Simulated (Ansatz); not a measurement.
# S (sc type): how the settings move a single-point run

Question: which choices in the input matter for S (sc type)?

Program: Ansatz 0.2.0. Level of theory: reference: DFT, PBEsol, all-electron PAW with datasets made for the crystal, scalar-relativistic. These are calculated values, not measurements.

2 further runs of the same task are left out: 1 that didn't finish, 1 set aside as unsound or not needed. Runs told in other sessions of the task aren't counted.

## Step 1: The structure to begin with

Symmetry: Pm-3m, No. 221, cubic system. Conventional cell: a = 2.539 Å, b = 2.539 Å, c = 2.539 Å, α = 90.00°, β = 90.00°, γ = 90.00°. Around S (site symmetry m-3m) lie 6 S at 2.54 Å.

Structure file:

```cif
data_structure
_symmetry_space_group_name_H-M 'Pm-3m'
_symmetry_Int_Tables_number 221
_cell_length_a 2.5393
_cell_length_b 2.5393
_cell_length_c 2.5393
_cell_angle_alpha 90.000
_cell_angle_beta 90.000
_cell_angle_gamma 90.000
_cell_volume 16.37
loop_
_atom_site_label
_atom_site_type_symbol
_atom_site_symmetry_multiplicity
_atom_site_Wyckoff_symbol
_atom_site_fract_x
_atom_site_fract_y
_atom_site_fract_z
_atom_site_occupancy
S1 S 1 a 0.00000 0.00000 0.00000 1
```

## Step 2: The reference run

input.yaml reads:

```yaml
crystal:
  lattice:
    - [2.539282711, 0.0, 0.0]
    - [0.0, 2.539282711, 0.0]
    - [0.0, 0.0, 2.539282711]
  atoms:
    - { symbol: S, position: [0.0, 0.0, 0.0] }
kpoints:
  mp_grid: { grid: [16, 16, 16] }
scf:
  occupations: { method: fermi_dirac, width: 0.05 }
hamiltonian:
  xc: pbesol
  pseudopotentials: { kind: all_electron, datasets: crystal }
output:
  forces: true
  stress: true
  eigenvalues: true
```

Command:

```console
$ ansatz run input.yaml --threads 1 --pin off --max-ram 2048MiB --backend cpu --events-out ev --progress --plain --runs-dir out
```

## Step 3: A further run, with the input changed

Edit input.yaml of step 2 so:

```diff
@@ -18 +18,4 @@
   eigenvalues: true
+basis:
+  xc_grid: 4
+accuracy: high
```

(Steps that only read results are left out.)

**Question.** What will these runs give? Wanted: for each run, ending; energy change.

As calculated:

```tsv
run	ending	energy change	cycles	time
reference	converged	-	6	3.6 s
1: xc_grid 4, accuracy high	refused	-	-	0.03 s
```

Residual by cycle in the longest SCF loop of each run; runs are numbered as in the table. The quantity is the density residual dr2, in eV.

```tsv
cycle	reference
1	0.0236
2	0.00597
3	2.9e-6
4	8.8e-7
5	4.1e-8
6	5.1e-9
```

**Reading.** With the changed numerical grids and accuracy level the run ends refused. Semilocal functionals close small gaps, so the missing gap need not be the real solid's. 1 of the 1 altered inputs did not end normally.
